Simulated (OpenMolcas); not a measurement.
# One shape, several levels: GeSiNH7 (SMILES [SiH3][NH][GeH3])

Aim: a comparison of 6 runs (HF/STO-3G, HF/3-21G, M06-2X/def2-SVP, M06-L/def2-SVP, SVWN5/def2-SVP, CCSD(T)/def2-SVP) of GeSiNH7. 

Program for the calculation: OpenMolcas 26.06.

## 1. The molecule

The species is GeSiNH7 (10 atoms), meant as a singlet with charge 0. SMILES: `[SiH3][NH][GeH3]`. The shape is that of a PBE0-D4/def2-TZVP optimisation.

Bond lengths: Si1–N2 1.718 Å, N2–Ge3 1.839 Å, Si1–H4 1.486 Å, Si1–H5 1.489 Å, Si1–H6 1.492 Å, N2–H7 1.009 Å, Ge3–H8 1.534 Å, Ge3–H9 1.543 Å, Ge3–H10 1.538 Å. Some angles: Si1–N2–Ge3 127.5°, Si1–N2–H7 117.0°, Ge3–N2–H7 114.2°, N2–Si1–H4 107.3°, N2–Si1–H5 110.3°, N2–Si1–H6 114.2°, N2–Ge3–H8 106.7°, N2–Ge3–H9 111.7°, N2–Ge3–H10 108.4°, H4–Si1–H5 110.0°.

## 2. Energy and forces at HF/STO-3G (run 1)

The input, test.inp:

```
>>> EXPORT MOLCAS_PRINT=2
&GATEWAY
BasLib=$CurrDir
Coord
10
angstrom
Si      -1.146800       0.522200      -0.945600
N        0.461400       0.319100      -0.375700
Ge       1.020100      -0.675800       1.066200
H       -1.923700      -0.668500      -0.512900
H       -1.160200       0.627200      -2.430500
H       -1.835500       1.735800      -0.416100
H        1.159100       0.952900      -0.736500
H       -0.018900      -1.787400       1.262400
H        1.119900       0.180400       2.345600
H        2.407800      -1.257200       0.745900
Basis=STO-3G
Group=NoSym
&SEWARD
&SCF
Thresholds=1e-10 1e-07 1e-07 1e-05
PrOrbitals=0
&ALASKA
```

The basis set STO-3G is read from a file made from the Basis Set Exchange's data (not shown).

Command:

```bash
export MOLCAS_MEM=1860
pymolcas test.inp > test.log
```

Log:

```text
--- Start Module: gateway ---
[...]
--- Stop Module: gateway /rc=_RC_ALL_IS_WELL_ ---
[...]
      Basis functions           39
[...]
--- Start Module: scf ---
[...]
       Convergence after  11 Iterations
[...]
::    Total SCF energy                              -2395.2009954169
[...]
      Total spin, S                                     0.0000000000
[...]
      Total electronic charge=   60.000000
      Total            charge=   -0.000000
[...]
      Dipole Moment (debye):
      Origin of the operator (angstrom)=    0.4028   -0.2529    0.3852
                   X=  4.2944E-01               Y=  2.4284E-01               Z=  2.7332E-01           Total=  5.6400E-01
      Quadrupole Moment (debye*angstrom):
[...]
--- Stop Module: scf /rc=_RC_ALL_IS_WELL_ ---
--- Start Module: alaska ---
[...]
 *              Molecular gradients               *
 **************************************************
  Irreducible representation: a
 ------------------------------------------------------------------------------------------
                              X                       Y                       Z
 ------------------------------------------------------------------------------------------
  SI1               3.27432996131236E-02   -2.09647881086994E-03    1.34351139247535E-02
  N2               -8.55968149802910E-03    2.49893733962505E-02   -3.64762864691865E-02
  GE3               1.00869961332961E-03   -1.83685030492065E-03    5.86516910905388E-03
  H4               -1.61185585166805E-02   -2.68573372889831E-02    1.05417961580951E-02
  H5               -5.45517176133714E-05    2.54551480108067E-03   -3.27327849340344E-02
  H6               -1.69020327527494E-02    2.67600088159181E-02    1.06993034976515E-02
  H7               -2.41682019162859E-03   -4.95325775404210E-03    3.49303780172416E-03
  H8               -2.69770260640403E-02   -2.66569643110195E-02    2.99611125736821E-03
[...]
--- Stop Module: alaska /rc=_RC_ALL_IS_WELL_ ---
[...]
```

Run time: 3.6 s. Hardware: 1 thread of Intel Xeon Platinum 8259CL at 2.50GHz (Skylake/Cascade Lake), shared host; peak memory 0.38 GiB.

## 3. Energy and gradient at HF/3-21G (run 2)

The input, struct.xyz:

```xyz
10

Si    -1.146800     0.522200    -0.945600
N      0.461400     0.319100    -0.375700
Ge     1.020100    -0.675800     1.066200
H     -1.923700    -0.668500    -0.512900
H     -1.160200     0.627200    -2.430500
H     -1.835500     1.735800    -0.416100
H      1.159100     0.952900    -0.736500
H     -0.018900    -1.787400     1.262400
H      1.119900     0.180400     2.345600
H      2.407800    -1.257200     0.745900
```

The input, run.input:

```
&GATEWAY
 BasLib
 $CurrDir
 Coord
 struct.xyz
 Basis
 3-21G
 Group
 NoSym

&SEWARD

&SCF
 Thresholds
 1e-10 1e-07 1e-07 1e-05
 PrOrbitals
 1 1

&ALASKA
```

The basis set 3-21G is read from a file made from the Basis Set Exchange's data (not shown).

Command:

```bash
export MOLCAS_MEM=1860
pymolcas run.input > run.log
```

Log:

```text
--- Start Module: gateway ---
[...]
--- Stop Module: gateway /rc=_RC_ALL_IS_WELL_ ---
[...]
      Basis functions           58
[...]
--- Start Module: scf ---
[...]
       Convergence after  12 Iterations
[...]
::    Total SCF energy                              -2410.9598300414
[...]
      Total spin, S                                     0.0000000000
[...]
      Total electronic charge=   60.000000
      Total            charge=   -0.000000
[...]
      Dipole Moment (debye):
      Origin of the operator (angstrom)=    0.4028   -0.2529    0.3852
                   X=  8.9743E-01               Y=  4.0112E-01               Z=  2.1245E-01           Total=  1.0057E+00
      Quadrupole Moment (debye*angstrom):
[...]
--- Stop Module: scf /rc=_RC_ALL_IS_WELL_ ---
[...]
--- Start Module: alaska ---
[...]
 *              Molecular gradients               *
 **************************************************
  Irreducible representation: a
 ------------------------------------------------------------------------------------------
                              X                       Y                       Z
 ------------------------------------------------------------------------------------------
  SI1               1.51566693371681E-02   -2.13130306040910E-03    9.34431821795201E-03
  N2               -2.27172233825122E-02    4.36575819875173E-03   -2.40029115539393E-02
  GE3               3.11654207164302E-03   -8.68855257665402E-03    1.53392463297166E-02
  H4                1.68489195201715E-03   -2.12517720048933E-04    9.21622819213042E-04
  H5                1.86740935442742E-03    3.57663692728993E-04    7.14552092885512E-04
  H6                1.16882559627651E-03   -7.93494115804982E-05   -3.82592411964922E-05
  H7                1.36188822046046E-03    3.56535319270401E-03    1.75793402701707E-03
  H8               -5.19062738342235E-04    6.86715805533922E-04   -1.20280107188298E-03
[...]
--- Stop Module: alaska /rc=_RC_ALL_IS_WELL_ ---
[...]
```

Wall time 4.5 s (1 thread of Intel Xeon Platinum 8259CL at 2.50GHz (Skylake/Cascade Lake), shared host); peak memory 0.39 GiB.

Runs 3 to 5 aren't shown in full; the table further down has their settings and results.

## 4. A single-point energy at CCSD(T)/def2-SVP (Cholesky decomposition) (run 6)

The input, coord.xyz:

```xyz
10

Si    -1.146800     0.522200    -0.945600
N      0.461400     0.319100    -0.375700
Ge     1.020100    -0.675800     1.066200
H     -1.923700    -0.668500    -0.512900
H     -1.160200     0.627200    -2.430500
H     -1.835500     1.735800    -0.416100
H      1.159100     0.952900    -0.736500
H     -0.018900    -1.787400     1.262400
H      1.119900     0.180400     2.345600
H      2.407800    -1.257200     0.745900
```

The input, run.input:

```
* GeH7NSi CCSD(T)

&gateway
  baslib = $CurrDir
  coord = coord.xyz
  basis = def2-SVP
  group = NoSym

&seward
  high

&scf
  thresholds = 1e-10 1e-07 1e-07 1e-05
  prorbitals = 1 2

&chcc
  frozen = 15
  threshold = 1e-08
  maxiterations = 80

&cht3
  frozen = 15
```

The basis set def2-SVP is read from a file made from the Basis Set Exchange's data (not shown).

Command:

```bash
export MOLCAS_MEM=1860
pymolcas run.input > run.log
```

Log:

```text
--- Start Module: gateway ---
[...]
--- Stop Module: gateway /rc=_RC_ALL_IS_WELL_ ---
[...]
      Basis functions           99
[...]
       Convergence after  15 Iterations
[...]
::    Total SCF energy                              -2422.4473883596
[...]
      Total spin, S                                     0.0000000000
[...]
      Total electronic charge=   60.000000
      Total            charge=   -0.000000
[...]
      Dipole Moment (debye):
      Origin of the operator (angstrom)=    0.4028   -0.2529    0.3852
                   X=  9.9703E-01               Y=  2.6696E-01               Z=  1.9406E-01           Total=  1.0502E+00
      Quadrupole Moment (debye*angstrom):
[...]
--- Start Module: chcc ---
[...]
--- Stop Module: chcc /rc=_RC_ALL_IS_WELL_ ---
[...]
--- Start Module: cht3 ---
[...]
--- Stop Module: cht3 /rc=_RC_ALL_IS_WELL_ ---
[...]
```

Wall time 9 min (1 thread of Intel Xeon Platinum 8259CL at 2.50GHz (Skylake/Cascade Lake), shared host); peak memory 0.15 GiB.

## 5. All runs side by side

| run | level | integration grid | integral approximation | energy (Eh) | dipole moment (D) of the reference | HOMO energy (eV) | LUMO energy (eV) | wall time |
| --- | --- | --- | --- | --- | --- | --- | --- | --- |
| 1 | HF/STO-3G | – | none | -2395.200995 | 0.56 | -7.41 | 11.67 | 3.6 s |
| 2 | HF/3-21G | – | none | -2410.959830 | 1.01 | -10.21 | 3.98 | 4.5 s |
| 3 | M06-2X/def2-SVP | UltraFine | none | -2425.023354 | 1.02 | -8.48 | 1.22 | 71 s |
| 4 | M06-L/def2-SVP | UltraFine | none | -2425.011375 | 1.07 | -6.08 | 0.20 | 77 s |
| 5 | SVWN5/def2-SVP | UltraFine | none | -2420.249149 | 1.03 | -5.83 | -0.69 | 46 s |
| 6 | CCSD(T)/def2-SVP (Cholesky decomposition) | – | CD high | -2423.012300 | 1.05 | -10.54 | 3.63 | 9 min |

## 6. What came out

```
                                           quantity           value
                                run 6: total energy  -2423.01230 Eh
          run 6: dipole moment (mean-field density)          1.05 D
         run 6: HOMO energy (Hartree–Fock orbitals)       -10.54 eV
         run 6: LUMO energy (Hartree–Fock orbitals)         3.63 eV
       run 6: HOMO–LUMO gap (Hartree–Fock orbitals)        14.17 eV
run 6: correlation energy (15 core orbitals frozen)      -564.9 mEh
                              run 6: (T) correction      -14.25 mEh
```

Over runs 1, 2, 3, 4, 5 the dipole moment (its size) runs from 0.56 D (HF/STO-3G) to 1.07 D (M06-L/def2-SVP). The two ends differ in method and basis. Over runs 1, 2, 3, 4, 5 the HOMO–LUMO gap runs from 5.14 eV (SVWN5/def2-SVP) to 19.08 eV (HF/STO-3G). Totals of different functionals can't be ranked against each other. In run 1 the basis is minimal, so the values are rough. All runs together took 12 min, the longest 9 min.
